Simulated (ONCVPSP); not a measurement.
**An ONCV potential for Co, from input to tests**

Aim: build the potential from the settings below, then test how well it stands in for the atom: other configurations, scattering, ghost states and the plane-wave cutoff that it needs.

Program: ONCVPSP 4.0.1.1 (patched build). Reference atom: PBE, scalar-relativistic, spherical and spin-unpolarised. All values are calculated.

## 1. The design

Typed settings, in words:

* element: cobalt (Co, Z = 27)
* type: optimised norm-conserving Vanderbilt (ONCV)
* frozen core: [Ne]
* valence charge: 17
* reference configuration: 3s2 3p6 3d7 4s2
* partial waves: 3s+4s: rc 1.20 bohr, ncon 4, nbas 9, qcut 10.2 1/bohr, 2 projectors; 3p: rc 0.90 bohr, ncon 5, nbas 9, qcut 9.3 1/bohr, 3 projectors, debl 2.3 Ha; 3d: rc 1.10 bohr, ncon 3, nbas 7, qcut 14.6 1/bohr, 2 projectors, debl 3.2 Ha; f scattering state at 0.04 Ha: rc 1.00 bohr, ncon 3, nbas 7, qcut 10.5 1/bohr, 2 projectors, debl 3.5 Ha
* local potential: polynomial inside 0.80 bohr (lpopt 5, dvloc0 2 Ha)
* core correction: Teter function fitted to the true core (icmod 2), fcfact 0.35

## 2. Generating the potential

File Co.dat:

```
# ATOM AND REFERENCE CONFIGURATION
# atsym  z   nc   nv     iexc    psfile
  Co 27.00    3    4        4      upf
#
#   n    l    f
    1    0    2.00
    2    0    2.00
    2    1    6.00
    3    0    2.00
    3    1    6.00
    3    2    7.00
    4    0    2.00
#
# PSEUDOPOTENTIAL AND OPTIMIZATION
# lmax
    3
#
#   l,   rc,      ep,       ncon, nbas, qcut
    0    1.20    0.00    4    9   10.20
    1    0.90    0.00    5    9    9.30
    2    1.10    0.00    3    7   14.60
    3    1.00    0.04    3    7   10.50
#
# LOCAL POTENTIAL
# lloc, lpopt,  rc(5),   dvloc0
    4    5    0.80    2.00
#
# VANDERBILT-KLEINMAN-BYLANDER PROJECTORs
# l, nproj, debl
    0    2    3.40
    1    3    2.30
    2    2    3.20
    3    2    3.50
#
# MODEL CORE CHARGE
# icmod, fcfact, rcfact
    2    0.35    0.95
#
# LOG DERIVATIVE ANALYSIS
# epsh1, epsh2, depsh
   -5.00    5.00    0.04
#
# OUTPUT GRID
# rlmax, drl
    6.00    0.01
#
# TEST CONFIGURATIONS
# ncnf
    4
# nvcnf
#   n    l    f
    4
    3    0    2.00
    3    1    6.00
    3    2    7.00
    4    0    1.00
#
    4
    3    0    2.00
    3    1    6.00
    3    2    7.00
    4    0    0.00
#
    4
    3    0    2.00
    3    1    6.00
    3    2    6.00
    4    0    0.00
#
    4
    3    0    2.00
    3    1    6.00
    3    2    8.00
    4    0    0.00
#
```

Run with:

```bash
$ oncvpsp.x < Co.dat > Co.out
```

Before running it: what results should come out? Wanted: cutoffs for 1 and 0.1 mHa per electron, occupied waves; bound ghosts; GHOST(+) flags; largest test error; largest phase difference near zero energy, channels read; rms error of d²Exc/dn², without and with the model core; projector energies reset by the program.

**Answer**, as computed:

| quantity | value |
| --- | --- |
| cutoffs for 1 and 0.1 mHa per electron, occupied waves | 78 Ha and 285 Ha |
| bound ghosts | p at -26643.19 eV, f at -1438.47 eV |
| GHOST(+) flags | f at 4698 eV |
| largest test error (AE − PS) | +6.6 meV, for 3s2 3p6 3d8 4s0 |
| largest phase difference near zero energy, channels read | 0.000 rad |
| rms error of d²Exc/dn², without and with the model core | 1.81 and 1.54 mHa |
| projector energies reset by the program | p: -2.412, 0.250, 2.550 Ha |

In words: A bound ghost (p, f) makes it unfit for use: electrons can fall into a state that the atom doesn't have. The worst unpolarised test, 3s2 3p6 3d8 4s0, is off by 6.6 meV on 6.5 eV; by total energies transferability rates as good. Atomic tests can pass in spite of a ghost, since they solve only for the levels asked. It counts as very hard, with 78 Ha needed at the looser tolerance. The tighter tolerance needs 285 Ha, and converged work needs a cutoff nearer that. At the looser tolerance the 3d wave is the slowest; 3p needs 53 Ha. Near zero energy the phases of the channels with partial waves agree within 0.001 rad. The program also flags highly localised states, GHOST(+) (f). All of this concerns the isolated atom, not yet a solid.
